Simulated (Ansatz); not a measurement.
**MnSn3: magnetic order and moments**

One table from this session's results is given with a row withheld; the runs are named, their logs left out.

Program: Ansatz 0.2.0. Level of theory: DFT PBE, scalar-relativistic, plane waves, PAW. These are calculated values, not measurements.

2 further runs of the same task are left out: 2 set aside as unsound or not needed. Runs told in other sessions of the task aren't counted.

**The system as given**

It takes space group Fm-3m (No. 225, cubic). Conventional cell: a = 7.337 Å, b = 7.337 Å, c = 7.337 Å, α = 90.00°, β = 90.00°, γ = 90.00°. Around Sn (site symmetry -43m) lie 4 Sn at 3.18 Å and 4 Mn at 3.18 Å. Sn (site symmetry m-3m) has 8 Sn at 3.18 Å in its first shell of neighbours. Mn (site symmetry m-3m) is surrounded by 8 Sn at 3.18 Å.

Structure file:

```cif
data_structure
_symmetry_space_group_name_H-M 'Fm-3m'
_symmetry_Int_Tables_number 225
_cell_length_a 7.3369
_cell_length_b 7.3369
_cell_length_c 7.3369
_cell_angle_alpha 90.000
_cell_angle_beta 90.000
_cell_angle_gamma 90.000
_cell_volume 394.94
loop_
_atom_site_label
_atom_site_type_symbol
_atom_site_symmetry_multiplicity
_atom_site_Wyckoff_symbol
_atom_site_fract_x
_atom_site_fract_y
_atom_site_fract_z
_atom_site_occupancy
Sn1 Sn 8 c 0.25000 0.75000 0.75000 1
Sn2 Sn 4 b 0.50000 0.00000 0.00000 1
Mn1 Mn 4 a 0.00000 0.00000 0.00000 1
```

This cell was relaxed beforehand with the same method: volume 24.68 Å³/atom, gap on the mesh none (metal), site moments up to 4.1 μB.

This is a hypothetical structure, made by putting the elements on a prototype's sites.

The first run:

File input.yaml:

```yaml
crystal:
  lattice:
    - [0.0, 3.6684432082, 3.6684432082]
    - [3.6684432082, 0.0, 3.6684432082]
    - [3.6684432082, 3.6684432082, 0.0]
  atoms:
    - { symbol: Sn, position: [0.25, 0.25, 0.25] }
    - { symbol: Sn, position: [0.75, 0.75, 0.75] }
    - { symbol: Sn, position: [0.5, 0.5, 0.5] }
    - { symbol: Mn, position: [0.0, 0.0, 0.0] }
basis:
  ecutwfc: 420
kpoints:
  mp_grid: { grid: [10, 10, 10] }
hamiltonian:
  xc: pbe
scf:
  occupations: { method: gaussian, width: 0.1 }
  lower_state_search: "off"
output:
  forces: true
  stress: true
  eigenvalues: true
```

Started as:

```sh
> ansatz run input.yaml --threads 1 --pin off --max-ram 2560MiB --backend cpu --events-out ev --progress --plain --runs-dir out
```

Steps of the session up to this table: Start: no spin polarisation; Start: ferromagnetic; Magnetic start: large parallel starting moments; Magnetic start: antiferromagnetic, doubled cell, propagation vector (0, 0, 1/2); Start: antiferromagnetic, doubled cell, propagation vector (0, 1/2, 1/2); Magnetic start: small parallel starting moments.

One of the session's tables, all rows but one given; the rest of the session is left out.

It belongs to the step «The magnetic starts in order of energy». 

```
                                                            start  energy above the lowest (meV/atom)  pressure (GPa)
antiferromagnetic, doubled cell, propagation vector (0, 1/2, 1/2)                                0.00            -0.5
  antiferromagnetic, doubled cell, propagation vector (0, 0, 1/2)                                   ?               ?
                                                    ferromagnetic                                22.2             0.0
                                  large parallel starting moments                                22.2             0.0
                                  small parallel starting moments                                22.2             0.0
                                                          no spin                                 440            -6.4
```

Estimate the missing values for antiferromagnetic, doubled cell, propagation vector (0, 0, 1/2).

As computed: energy above the lowest (meV/atom): 7.76; pressure (GPa): -0.4. In the column «energy above the lowest (meV/atom)» it lies between antiferromagnetic, doubled cell, propagation vector (0, 1/2, 1/2) (0.00) and ferromagnetic (22.2).

To keep in mind: Only these starts were tried, so a lower state is not ruled out.
